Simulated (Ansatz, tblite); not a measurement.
**The cluster Sn₂H₄+: isomers from a random search**

Which shape does the cluster Sn₂H₄+ prefer? Candidates from a tight-binding search are relaxed and compared.

Program: Ansatz 0.2.0, Gaussian basis. Level of theory: relaxed with B3LYP-D4/def2-TZVP, doublet. These are calculated values, not measurements.

6 further runs of the same task are left out: 1 that didn't finish, 5 set aside as unsound or not needed. Runs told in other sessions of the task aren't counted.

## Step 1: The system as given

6 atoms, charge 1, spin multiplicity 2.

Atoms are counted from 1 here; the program's logs count them from 0.

Bond lengths: Sn1–Sn2 3.310 Å, Sn1–H3 1.850 Å, Sn2–H4 2.000 Å, Sn2–H6 1.868 Å. Angles: Sn2–Sn1–H3 132.7°, Sn1–Sn2–H4 128.4°, Sn1–Sn2–H6 134.1°, H4–Sn2–H6 97.5°.

Sn takes a core potential in the def2 sets. No spin-orbit coupling is included. The ion is computed in the gas phase, without counter-ions or solvent.

A search from random starts with GFN2-xTB found 5 distinct shapes; 2 go on here. The structure above is candidate A, which lies 0.00 eV above the lowest at that level; B lies 0.13 eV above the lowest at that level.

## Step 2: Relaxing candidate A

Input file in.yaml:

```yaml
crystal:
  periodic: [false, false, false]
  atoms:
    - {symbol: Sn, position_ang: [0.508510, 1.867870, 0.925630]}
    - {symbol: Sn, position_ang: [-0.947610, -0.787820, -0.409140]}
    - {symbol: H, position_ang: [2.280340, 2.317730, 1.211840]}
    - {symbol: H, position_ang: [-2.901660, -1.171810, -0.591670]}
    - {symbol: H, position_ang: [1.376240, 0.120490, 0.085390]}
    - {symbol: H, position_ang: [-0.315810, -2.346470, -1.222050]}
basis:
  gaussian: {orbitals: def2-TZVP}
total_charge: 1
magnetization: {spin_polarized: true, initial_magnetization: 1}
hamiltonian: {xc: {name: B3LYP}, dispersion: d4}
scf: {lower_state_search: "off"}
output: {orbitals: {seedname: orbitals}}
relax: {f_tol: 0.02, max_steps: 100}
```

On the command line:

```sh
ansatz run in.yaml --threads 4 --pin off --events-out ev --progress --plain --max-ram 3916MiB
```

Log, shortened:

```text
Functional definition: B3LYP
  name "B3LYP"
  cite "Stephens, Devlin, Chabalowski & Frisch, J. Phys. Chem. 98, 11623 (1994) doi:10.1021/j100096a001"
  cite "Becke, Phys. Rev. A 38, 3098 (1988) doi:10.1103/PhysRevA.38.3098"
  cite "Lee, Yang & Parr, Phys. Rev. B 37, 785 (1988) doi:10.1103/PhysRevB.37.785"
  cite "Vosko, Wilk & Nusair, Can. J. Phys. 58, 1200 (1980) doi:10.1139/p80-159"
[...]
1040 factors; their error is unknown
[...]
mean field -11721.52717225 eV, -430.7581784438 hartree, gradient 7.2e-6 eV, S^2 0.770802; 0 other end points of the search recorded, 0 dependent functions left out
[...]
reference -11721.52746032 eV, -430.7581890299 hartree; 24, 23 occupied and 100, 101 virtual orbitals, 1040 factors
relax step   1: F+E_penalty+E_count = -11721.72236409 eV  Δ(F+E_penalty+E_count) = +0.000e0 eV  max|allowed force component| = 1.802e0 eV/Å  Δτ_max = 0.0000 Å  (20 SCF iters, accepted)
[...]
relax step   6: F+E_penalty+E_count = -11722.80391502 eV  Δ(F+E_penalty+E_count) = -2.336e-1 eV  max|allowed force component| = 7.459e-1 eV/Å  Δτ_max = 0.1965 Å  (28 SCF iters, accepted)
[...]
relax step  11: F+E_penalty+E_count = -11723.62359269 eV  Δ(F+E_penalty+E_count) = -3.791e-2 eV  max|allowed force component| = 1.181e-1 eV/Å  Δτ_max = 0.1840 Å  (21 SCF iters, accepted)
[...]
relax step  16: F+E_penalty+E_count = -11723.67358848 eV  Δ(F+E_penalty+E_count) = -1.506e-3 eV  max|allowed force component| = 3.694e-2 eV/Å  Δτ_max = 0.0283 Å  (21 SCF iters, accepted)
[...]
relax step  20: F+E_penalty+E_count = -11723.67583278 eV  Δ(F+E_penalty+E_count) = -4.766e-5 eV  max|allowed force component| = 2.131e-2 eV/Å  Δτ_max = 0.0179 Å  (21 SCF iters, accepted)
[...]
relax step  21: F+E_penalty+E_count = -11723.67595327 eV  Δ(F+E_penalty+E_count) = -1.205e-4 eV  max|allowed force component| = 1.684e-2 eV/Å  Δτ_max = 0.0101 Å  (15 SCF iters, accepted)
Total energy: -11723.67622556 eV, -430.8371546962 hartree
Atom 0 at     0.814568     1.831969     1.330559 Å, force     0.003649    -0.003467    -0.002365 eV/Å
Atom 1 at    -0.731371    -0.728657    -0.970131 Å, force    -0.016845    -0.004346     0.000609 eV/Å
Atom 2 at     2.168365     1.129428     0.429576 Å, force    -0.005182     0.002110     0.001629 eV/Å
Atom 3 at    -2.353423    -1.046024    -0.487954 Å, force     0.013639     0.003594    -0.004333 eV/Å
Atom 4 at    -0.345236     0.696001     0.182053 Å, force     0.002065     0.002738     0.002466 eV/Å
Atom 5 at     0.447107    -1.882727    -0.484103 Å, force     0.002672    -0.000629     0.001994 eV/Å
Dipole moment:     0.061491     0.204695     0.150083 e Å
Checks for a lower state left out: stability, starts, cluster_reference, orbital_swaps, neighbouring_geometries, increment
```

Run time: 30 s. Hardware: 4 threads of Arm Neoverse V2, shared host.

Step by step:

```csv
step,energy from step 1 (eV),largest force component (eV/Å)
1,0.0000,1.8021
2,-0.4616,0.6243
3,-0.5940,0.3394
4,-0.7201,0.4958
5,-0.8479,0.5027
6,-1.0816,0.7459
7,-1.3473,0.5148
8,-1.6036,0.4993
9,-1.7839,0.3575
10,-1.8633,0.3382
11,-1.9012,0.1181
12,-1.9224,0.1291
13,-1.9341,0.2817
14,-1.9460,0.1600
15,-1.9497,0.0679
16,-1.9512,0.0369
17,-1.9523,0.0278
18,-1.9533,0.0443
19,-1.9534,0.0239
20,-1.9535,0.0213
21,-1.9536,0.0168
```

Close pairs (by a distance rule), those that changed most:

```csv
bond,before (Å),after (Å),change (Å)
Sn2–H5,2.544,1.873,-0.671
Sn2–H4,2.000,1.722,-0.278
Sn2–H6,1.868,1.720,-0.148
Sn1–H5,2.124,1.989,-0.136
Sn1–H3,1.850,1.771,-0.079
```

Contacts that opened: Sn1–Sn2 3.31 to 3.77 Å.

## Step 3: Relaxing candidate B

Input file in.yaml:

```yaml
crystal:
  periodic: [false, false, false]
  atoms:
    - {symbol: Sn, position_ang: [1.581460, -0.055490, -0.496700]}
    - {symbol: Sn, position_ang: [-1.359280, 0.215580, 0.165250]}
    - {symbol: H, position_ang: [3.340750, -0.700490, -0.515260]}
    - {symbol: H, position_ang: [-3.015070, -0.075600, 1.096770]}
    - {symbol: H, position_ang: [-2.131840, 0.484380, -1.610700]}
    - {symbol: H, position_ang: [1.583980, 0.131610, 1.360630]}
basis:
  gaussian: {orbitals: def2-TZVP}
total_charge: 1
magnetization: {spin_polarized: true, initial_magnetization: 1}
hamiltonian: {xc: {name: B3LYP}, dispersion: d4}
scf: {lower_state_search: "off"}
output: {orbitals: {seedname: orbitals}}
relax: {f_tol: 0.02, max_steps: 100}
```

The command is unchanged.

Log, shortened:

```text
Functional definition: B3LYP
  name "B3LYP"
  cite "Stephens, Devlin, Chabalowski & Frisch, J. Phys. Chem. 98, 11623 (1994) doi:10.1021/j100096a001"
  cite "Becke, Phys. Rev. A 38, 3098 (1988) doi:10.1103/PhysRevA.38.3098"
  cite "Lee, Yang & Parr, Phys. Rev. B 37, 785 (1988) doi:10.1103/PhysRevB.37.785"
  cite "Vosko, Wilk & Nusair, Can. J. Phys. 58, 1200 (1980) doi:10.1139/p80-159"
[...]
1040 factors; their error is unknown
[...]
mean field -11721.68431103 eV, -430.7639531873 hartree, gradient 8.3e-6 eV, S^2 0.777763; 0 other end points of the search recorded, 0 dependent functions left out
[...]
reference -11721.68459808 eV, -430.7639637362 hartree; 24, 23 occupied and 100, 101 virtual orbitals, 1040 factors
[...]
relax step  14: F+E_penalty+E_count = -11723.83014899 eV  Δ(F+E_penalty+E_count) = -3.862e-3 eV  max|allowed force component| = 7.515e-3 eV/Å  Δτ_max = 0.0166 Å  (22 SCF iters, accepted)
Total energy: -11723.83043131 eV, -430.8428216531 hartree
Atom 0 at     1.346216     0.065054     0.206676 Å, force    -0.007515    -0.002708     0.002145 eV/Å
Atom 1 at    -1.345391    -0.064869    -0.207278 Å, force     0.004782     0.003112    -0.004676 eV/Å
Atom 2 at     2.393489    -0.361242    -1.059931 Å, force    -0.001576    -0.001550    -0.001886 eV/Å
Atom 3 at    -2.386055     0.377656     1.059227 Å, force    -0.000353    -0.002635     0.002870 eV/Å
Atom 4 at    -1.939178     0.046325    -1.794483 Å, force     0.004816     0.000562     0.002834 eV/Å
Atom 5 at     1.930919    -0.062934     1.795779 Å, force    -0.000153     0.003220    -0.001288 eV/Å
Dipole moment:     0.000397    -0.000096    -0.000508 e Å
Checks for a lower state left out: stability, starts, cluster_reference, orbital_swaps, neighbouring_geometries, increment
```

It took 21 s on 4 threads of Arm Neoverse V2, shared host.

Along the way:

```csv
step,energy from step 1 (eV),largest force component (eV/Å)
1,0.0000,2.7209
2,-0.7086,0.5194
3,-0.8995,0.3502
4,-1.1269,0.7215
5,-1.3263,0.9200
6,-1.5419,0.7945
7,-1.7510,0.4106
8,-1.8642,0.2522
9,-1.9361,0.1900
10,-1.9757,0.0908
11,-1.9757,0.1337
12,-1.9752,0.1273
13,-1.9791,0.3290
14,-1.9829,0.0075
```

Close pairs (by a distance rule), those that changed most:

```csv
bond,before (Å),after (Å),change (Å)
Sn1–Sn2,3.026,2.726,-0.300
Sn2–H5,1.955,1.698,-0.257
Sn2–H4,1.922,1.698,-0.224
Sn1–H3,1.874,1.698,-0.176
Sn1–H6,1.867,1.698,-0.169
```

## Step 4: The relaxed candidates

```csv
candidate,point group,"bonds (count, mean Å)",energy above the lowest (kJ/mol)
A,C1,"H–Sn 5, 1.81",14.9
B,C2h,"Sn–Sn 1, 2.73; H–Sn 4, 1.70",0.0
```

## Step 5: Candidate A, GFN1-xTB

Tight binding, by tblite at 300 K electronic temperature and without a spin-polarisation term:

```python
tblite.interface.Calculator('GFN1-xTB', numbers, positions, charge=1, uhf=1).singlepoint()
```

Energy -180.0989 eV; 0.003 s.

## Step 6: Candidate A, GFN2-xTB

Tight binding, by tblite at 300 K electronic temperature and without a spin-polarisation term:

```python
tblite.interface.Calculator('GFN2-xTB', numbers, positions, charge=1, uhf=1).singlepoint()
```

Energy -156.7400 eV; 0.002 s.

## Step 7: Candidate A, PBE0-D4/def2-TZVP

start.molden holds the orbitals of an earlier run on this state, given as this run's starting guess.

Input file in.yaml:

```yaml
crystal:
  periodic: [false, false, false]
  atoms:
    - {symbol: Sn, position_ang: [0.814568, 1.831969, 1.330559]}
    - {symbol: Sn, position_ang: [-0.731371, -0.728657, -0.970131]}
    - {symbol: H, position_ang: [2.168365, 1.129428, 0.429576]}
    - {symbol: H, position_ang: [-2.353423, -1.046024, -0.487954]}
    - {symbol: H, position_ang: [-0.345236, 0.696001, 0.182053]}
    - {symbol: H, position_ang: [0.447107, -1.882727, -0.484103]}
basis:
  gaussian: {orbitals: def2-TZVP, initial_orbitals: start.molden}
total_charge: 1
magnetization: {spin_polarized: true, initial_magnetization: 1}
hamiltonian: {xc: pbe0, dispersion: d4}
scf: {omitted_lower_state_checks: [starts]}
output: {orbitals: {seedname: orbitals}}
```

Same command.

Log:

```text
Functional definition: PBE0
  name "PBE0"
  cite "Adamo & Barone, J. Chem. Phys. 110, 6158 (1999) doi:10.1063/1.478522"
  cite "Perdew, Burke & Ernzerhof, Phys. Rev. Lett. 77, 3865 (1996) doi:10.1103/PhysRevLett.77.3865"
  parent pbe
  parameter a = 0.25
  parameter kappa = 0.804
  parameter beta = 0.06672455060314922
  exchange = (1 - a)*pbe_x(kappa = kappa, mu = beta*pi^2/3) + a*exact_x
  correlation = pbe_c(beta = beta)
these checks for a lower state are left out or cut short: starts
1098 factors; their error is unknown
mean field evaluation 1: about -11679.6976 eV, gradient 7.8e1 eV
mean field evaluation 2: about -11695.8869 eV, gradient 2.7e1 eV
mean field evaluation 4: about -11716.4362 eV, gradient 3.6e0 eV
mean field evaluation 8: about -11719.3509 eV, gradient 2.3e-1 eV
mean field -11719.35146327 eV, -430.6782226134 hartree, gradient 1.9e-5 eV, S^2 0.752871; 0 other end points of the search recorded, 0 dependent functions left out
reference -11719.35150358 eV, -430.6782240947 hartree; 24, 23 occupied and 100, 101 virtual orbitals, 1098 factors
Total energy: -11719.44386465 eV, -430.6816183014 hartree
Checks for a lower state left out: starts
```

Run time: 2.2 s. Hardware: 4 threads of Arm Neoverse V2, shared host.

From the report: HOMO -11.23 eV, LUMO -8.38 eV (over both spins); ⟨S²⟩ 0.753 (pure: 0.75).

## Step 8: Candidate A, PBE-D4/def2-TZVP

in.yaml: that of step 7 with these lines changed.

```diff
@@ -13,4 +13,4 @@
 magnetization: {spin_polarized: true, initial_magnetization: 1}
-hamiltonian: {xc: pbe0, dispersion: d4}
+hamiltonian: {xc: pbe, dispersion: d4}
 scf: {omitted_lower_state_checks: [starts]}
-output: {orbitals: {seedname: orbitals}}
+output: {forces: true, orbitals: {seedname: orbitals}}
```

Launched as before.

Log, shortened:

```text
Functional definition: PBE
  name "PBE"
  cite "Perdew, Burke & Ernzerhof, Phys. Rev. Lett. 77, 3865 (1996) doi:10.1103/PhysRevLett.77.3865"
  parent pbe
[...]
952 factors; their error is unknown
[...]
mean field -11718.86715351 eV, -430.6604245581 hartree, gradient 2.6e-5 eV, S^2 0.751818; 0 other end points of the search recorded, 0 dependent functions left out
[...]
reference -11718.86720782 eV, -430.6604265537 hartree; 24, 23 occupied and 100, 101 virtual orbitals, 952 factors
Total energy: -11718.97445253 eV, -430.6643677243 hartree
Atom 0 at     0.814568     1.831969     1.330559 Å, force    -0.107556     0.031182     0.046824 eV/Å
Atom 1 at    -0.731371    -0.728657    -0.970131 Å, force     0.028589     0.065973    -0.039663 eV/Å
Atom 2 at     2.168365     1.129428     0.429576 Å, force     0.101303    -0.056513    -0.068644 eV/Å
Atom 3 at    -2.353423    -1.046024    -0.487954 Å, force    -0.108198    -0.009983     0.016451 eV/Å
Atom 4 at    -0.345236     0.696001     0.182053 Å, force    -0.009594     0.051833     0.028033 eV/Å
Atom 5 at     0.447107    -1.882727    -0.484103 Å, force     0.095456    -0.082492     0.016999 eV/Å
Dipole moment:     0.054839     0.177076     0.142989 e Å
Checks for a lower state left out: starts
```

Wall time 1.5 s (4 threads of Arm Neoverse V2, shared host).

HOMO -10.27 eV, LUMO -9.27 eV (over both spins); ⟨S²⟩ 0.752 (pure: 0.75).

## Step 9: Candidate A, r2SCAN-D4/def2-TZVP

in.yaml: that of step 8 with these lines changed.

```diff
@@ -13,4 +13,4 @@
 magnetization: {spin_polarized: true, initial_magnetization: 1}
-hamiltonian: {xc: pbe, dispersion: d4}
+hamiltonian: {xc: r2scan, dispersion: d4}
 scf: {omitted_lower_state_checks: [starts]}
-output: {forces: true, orbitals: {seedname: orbitals}}
+output: {orbitals: {seedname: orbitals}}
```

The command is unchanged.

Log:

```text
Functional definition: r2SCAN
  name "r2SCAN"
  cite "Furness, Kaplan, Ning, Perdew & Sun, J. Phys. Chem. Lett. 11, 8208 (2020) doi:10.1021/acs.jpclett.0c02405"
  cite "Furness, Kaplan, Ning, Perdew & Sun, J. Phys. Chem. Lett. 11, 9248 (2020) doi:10.1021/acs.jpclett.0c03077"
  parent r2scan
  parameter k0 = 0.174
  parameter k1 = 0.065
  parameter a1 = 4.9479
  exchange = r2scan_x(k0 = k0, k1 = k1, a1 = a1)
  correlation = r2scan_c
these checks for a lower state are left out or cut short: starts
952 factors; their error is unknown
mean field evaluation 1: about -11723.4088 eV, gradient 3.6e0 eV
mean field evaluation 2: about -11723.4455 eV, gradient 4.3e-2 eV
mean field evaluation 4: about -11723.4366 eV, gradient 4.8e-4 eV
mean field -11723.43658430 eV, -430.8283480425 hartree, gradient 2.5e-5 eV, S^2 0.754503; 0 other end points of the search recorded, 0 dependent functions left out
reference -11723.43660602 eV, -430.8283488404 hartree; 24, 23 occupied and 100, 101 virtual orbitals, 952 factors
Total energy: -11723.45964175 eV, -430.8291953878 hartree
Checks for a lower state left out: starts
```

It took 3.4 s on 4 threads of Arm Neoverse V2, shared host.

HOMO -10.63 eV, LUMO -8.95 eV (over both spins); ⟨S²⟩ 0.755 (pure: 0.75).

## Step 10: Candidate A, ωB97M-V/def2-TZVP

in.yaml: that of step 9 with these lines changed.

```diff
@@ -13,3 +13,3 @@
 magnetization: {spin_polarized: true, initial_magnetization: 1}
-hamiltonian: {xc: r2scan, dispersion: d4}
+hamiltonian: {xc: {name: wB97M-V}}
 scf: {omitted_lower_state_checks: [starts]}
```

Same command.

Log, shortened:

```text
Functional definition: wB97M-V
  name "wB97M-V"
  cite "Mardirossian & Head-Gordon, J. Chem. Phys. 144, 214110 (2016) doi:10.1063/1.4952647"
  cite "Becke, J. Chem. Phys. 107, 8554 (1997) doi:10.1063/1.475007"
  cite "Vydrov & Van Voorhis, J. Chem. Phys. 133, 244103 (2010) doi:10.1063/1.3521275"
  # Of w^i u^j: cxij and so on, Table III.
[...]
  gx(w, u) = 1 - cx + cx01*u + cx10*w
  gss(w, u) = css00 + css04*u^4 + css10*w + css20*w^2 + css43*w^4*u^3
  gos(w, u) = cos00 + cos10*w + (cos20 + cos21*u)*w^2 + (cos60 + cos61*u)*w^6
[...]
      + integral(e_c_pw_mod_opposite_spin*gos(b97_w_opposite, b97_u_opposite)) + vv10(b, c)
[...]
1040 factors; their error is unknown
258 factors; integrals over basis functions are off by at most 1.8e-5 eV
[...]
mean field -11716.03097648 eV, -430.5561969745 hartree, gradient 1.4e-5 eV, S^2 0.752514; 0 other end points of the search recorded, 0 dependent functions left out
reference -11716.03103714 eV, -430.5561992037 hartree; 24, 23 occupied and 100, 101 virtual orbitals, 1040 factors
Total energy: -11716.03103714 eV, -430.5561992037 hartree
Checks for a lower state left out: starts
```

It took 6.5 s on 4 threads of Arm Neoverse V2, shared host.

HOMO -13.21 eV, LUMO -6.63 eV (over both spins); ⟨S²⟩ 0.753 (pure: 0.75).

## Step 11: Candidate A, LC-ωPBE/def2-TZVP

in.yaml: that of step 10 with these lines changed.

```diff
@@ -13,3 +13,3 @@
 magnetization: {spin_polarized: true, initial_magnetization: 1}
-hamiltonian: {xc: {name: wB97M-V}}
+hamiltonian: {xc: {name: LC-wPBE}}
 scf: {omitted_lower_state_checks: [starts]}
```

Launched as before.

Log, shortened:

```text
Functional definition: LC-wPBE
  name "LC-wPBE"
  cite "Vydrov & Scuseria, J. Chem. Phys. 125, 234109 (2006) doi:10.1063/1.2409292"
  cite "Heyd & Scuseria, J. Chem. Phys. 120, 7274 (2004) doi:10.1063/1.1668634"
  cite "Ernzerhof & Perdew, J. Chem. Phys. 109, 3313 (1998) doi:10.1063/1.476928"
  cite "Perdew, Burke & Ernzerhof, Phys. Rev. Lett. 77, 3865 (1996) doi:10.1103/PhysRevLett.77.3865"
  parent pbe
[...]
952 factors; their error is unknown
346 factors; integrals over basis functions are off by at most 7.2e-5 eV
[...]
mean field -11720.71515323 eV, -430.7283372952 hartree, gradient 1.4e-5 eV, S^2 0.754640; 0 other end points of the search recorded, 0 dependent functions left out
reference -11720.71515324 eV, -430.7283372956 hartree; 24, 23 occupied and 100, 101 virtual orbitals, 952 factors
Total energy: -11720.71515324 eV, -430.7283372956 hartree
Checks for a lower state left out: starts
```

Run time: 2.4 s. Hardware: 4 threads of Arm Neoverse V2, shared host.

HOMO -13.70 eV, LUMO -6.15 eV (over both spins); ⟨S²⟩ 0.755 (pure: 0.75).

## Step 12: Candidate A, CCSD(T)/def2-TZVPP

in.yaml: that of step 11 with these lines changed.

```diff
@@ -10,7 +10,7 @@
 basis:
-  gaussian: {orbitals: def2-TZVP, initial_orbitals: start.molden}
+  gaussian: {orbitals: def2-TZVPP, initial_orbitals: start.molden}
 total_charge: 1
 magnetization: {spin_polarized: true, initial_magnetization: 1}
-hamiltonian: {xc: {name: LC-wPBE}}
-scf: {omitted_lower_state_checks: [starts]}
+correlation: {method: ccsd_t}
+scf: {omitted_lower_state_checks: [starts, cluster_reference]}
 output: {orbitals: {seedname: orbitals}}
```

The command is unchanged.

Log, shortened:

```text
Functional definition: HF
  name "HF"
  cite "Fock, Z. Phys. 61, 126 (1930) doi:10.1007/BF01340294"
  parent pbe
[...]
1250 factors; integrals over basis functions are off by at most 7.4e-4 eV
[...]
mean field -11666.51019883 eV, -428.7363419623 hartree, gradient 2.7e-6 eV, S^2 0.764149; 0 other end points of the search recorded, 0 dependent functions left out
8 core orbitals not correlated: weight in the atoms' cores, before any rotation towards them, 1.000 or more for the frozen orbitals, at most 0.000 for the correlated occupied ones
reference -11666.51019883 eV, -428.7363419623 hartree; 16, 15 occupied and 132, 133 virtual orbitals, 1250 factors
second order -16.63649144 eV of doubles, -0.00000000 eV of singles
cycle   1  -16.48516138 eV  change    1.5e-1 eV  update   1.0e-1
[...]
cycle  12  -17.04399625 eV  change    1.6e-6 eV  update   2.5e-5
perturbative correction -0.43273668 eV, -0.0159027795 hartree
Total energy: -11683.98693175 eV, -429.3786000512 hartree
Checks for a lower state left out: starts, cluster_reference
```

Wall time 1.9 min (4 threads of Arm Neoverse V2, shared host); peak memory 3.4 GiB.

Report: Hartree-Fock HOMO -13.66 eV, LUMO -5.20 eV (over both spins); ⟨S²⟩ 0.764 (pure: 0.75); T1 0.017.

## Step 13: A against B

The energies of B at these levels come from its own runs, whose logs aren't repeated here.

Differences are taken before rounding.

```csv
method,A above B (kJ/mol),from CCSD(T)/def2-TZVPP (kJ/mol),time
GFN1-xTB,-10.6,-42.3,0.008 s
GFN2-xTB,-47.3,-79.0,0.004 s
HF/def2-TZVPP,22.2,-9.5,
PBE-D4/def2-TZVP,27.7,-3.9,2.8 s
r2SCAN-D4/def2-TZVP,37.6,+5.9,6.8 s
PBE0-D4/def2-TZVP,37.3,+5.6,5 s
LC-ωPBE/def2-TZVP,48.0,+16.4,4.2 s
ωB97M-V/def2-TZVP,28.2,-3.4,13 s
MP2/def2-TZVPP,31.1,-0.6,
CCSD/def2-TZVPP,28.0,-3.7,
CCSD(T)/def2-TZVPP,31.7,0,3.7 min
```

Among the levels timed on like hardware and quicker than the yardstick, those that no quicker one beats, quickest first: GFN2-xTB (0.004 s, -79.0 kJ/mol); GFN1-xTB (0.008 s, -42.3 kJ/mol); PBE-D4/def2-TZVP (2.8 s, -3.9 kJ/mol); ωB97M-V/def2-TZVP (13 s, -3.4 kJ/mol).

Times add the two runs; a level without a time comes out of a correlated run.

## Step 14: Outcome

| quantity | value |
| --- | --- |
| A above B, CCSD(T)/def2-TZVPP | +31.7 kJ/mol |
| levels that put A lower | GFN1-xTB, GFN2-xTB |

In words: The levels disagree on A and B: 2 of 11 put A lower. The reference is CCSD(T) in one finite basis, so it carries an error of its own, often a tenth of an eV or more, and near misses can't be ranked. The search was small, so a lower isomer may exist. Only doublets are compared; another spin may lie lower and prefer another shape.
